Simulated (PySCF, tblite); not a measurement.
**C5H9GaO: geometry, infrared bands and NMR shifts**

What infrared bands and NMR shifts should C5H9GaO (`C#[C][Ga@H-]1[CH2]C[O+]1C`) show?

Computed with tblite 0.8.0 and PySCF 2.14.0, with density-fitted response routines of our own, on a single molecule in the gas phase. Atoms count from 0, in the outputs and in this text.

## 1. The molecule as given

16 atoms, charge 0, multiplicity 1; geometry from: force field or distance geometry start.

Bonds of the start (Å): C0–C1 1.22, C1–Ga2 1.93, Ga2–C3 1.94, C3–C4 1.55, C4–O5 1.42, O5–C6 1.42, O5–Ga2 1.84, C0–H7 1.06, Ga2–H8 1.61, C3–H9 1.11, C3–H10 1.10, C4–H11 1.12, C4–H12 1.11, C6–H13 1.11, C6–H14 1.12, C6–H15 1.12.

## 2. Relaxing the molecule with GFN2-xTB

What the job is given:

```
{"job": {"kind": "relax", "xc": "GFN2-xTB", "basis": "xTB"}, "charge": 0, "multiplicity": 1}
C      3.529400    -0.200300     1.003800
C      2.439100     0.157700     0.582900
Ga     0.712600     0.712900    -0.070200
C      0.090300    -0.368600    -1.552500
C     -0.911600    -0.983000    -0.537500
O     -0.655200    -0.274500     0.671700
C     -1.734100     0.588500     0.979500
H      4.472700    -0.500800     1.370700
H      0.401300     2.290700    -0.187800
H      0.833900    -1.115400    -1.900300
H     -0.410600     0.203400    -2.349400
H     -1.959700    -0.901100    -0.928400
H     -0.692100    -2.058500    -0.382500
H     -2.052800     1.224800     0.123800
H     -1.462700     1.252900     1.837400
H     -2.608000    -0.019900     1.327400
```

Started as:

```console
$ OMP_NUM_THREADS=1 python probes_run.py task.json out
```

The driver reads the jobs from task.json and runs them one after another.

**Question.** This job is followed by: GFN2-xTB harmonic vibrations, gas phase; GIAO PBE0/pcSseg-1 NMR shielding, non-relativistic, gas phase. Predict these results of the whole session: strongest single infrared mode (GFN2-xTB); zero-point energy (GFN2-xTB); 13C shifts against TMS (PBE0/pcSseg-1); 1H shifts against TMS (PBE0/pcSseg-1, means over atoms taken as alike); 17O shifts against H2O (PBE0/pcSseg-1); shieldings of Ga (PBE0/pcSseg-1).

The runs gave:

| quantity | value |
| --- | --- |
| strongest single infrared mode (GFN2-xTB) | 1633 cm⁻¹, 494 km/mol |
| zero-point energy (GFN2-xTB) | 73.9 kcal/mol |
| 13C shifts against TMS (PBE0/pcSseg-1) | 103.0, 100.9, 81.9, 60.3, 18.7 ppm |
| 1H shifts against TMS (PBE0/pcSseg-1, means over atoms taken as alike) | 5.46, 4.22, 4.20, 3.50, 1.93, 1.88, 1.56 ppm |
| 17O shifts against H2O (PBE0/pcSseg-1) | 37.8 ppm |
| shieldings of Ga (PBE0/pcSseg-1) | Ga2 1400.0 ppm |

**Reading.** Over 161 steps the energy fell by 1.032 eV; of the close pairs, Ga2–O5 changed most, 1.843 to 2.162 Å. No mode is imaginary among the 42: a minimum at this level. The strongest single mode, at 1633 cm⁻¹, moves mainly H8. Unscaled tight-binding wavenumbers are off by several per cent, some by more. Its intensities can rank the bands wrongly. At PBE0/pcSseg-1: Shielding is most anisotropic at C1 (span 305 ppm, paramagnetic term -178 ppm). Spin-orbit coupling is left out, which matters for shieldings and couplings at and beside the heavy atoms.
